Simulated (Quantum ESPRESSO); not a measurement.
Sr2Re:

```
CELL_PARAMETERS angstrom
0.00000 3.29952 3.29952
3.29952 0.00000 3.29952
3.29952 3.29952 0.00000
ATOMIC_POSITIONS crystal
Sr 0.25000 0.25000 0.25000
Sr 0.50000 0.50000 0.50000
Re 0.00000 0.00000 0.00000
```

The cell was built by a generator and needn't be a form met in nature.

Base run:

```yaml
Program: Quantum ESPRESSO 7.5
Functional: optB86b-vdW
Potentials_or_basis: SSSP 1.3 efficiency PBE
Cutoff: 748 eV
Density_cutoff: 5987 eV
k_mesh: 7 × 7 × 7
Occupations: cold, width 0.05 eV
Spin: no spin polarisation
```

Its results: band gap on the k mesh none (metal or under the smearing width); pressure 12.1 GPa.

Q: The run is repeated on the same cell with these changes: functional from optB86b-vdW to PBE; occupations from cold, width 0.05 eV to fermi-dirac, width 0.05 eV. What comes out?

A: Band gap on the k mesh none (metal or under the smearing width); pressure 14.7 GPa.

Caveats: the potentials were made for another functional, which shifts forces and pressure (some runs); spin-orbit coupling is left out, which moves the levels of the heavy elements (some runs).
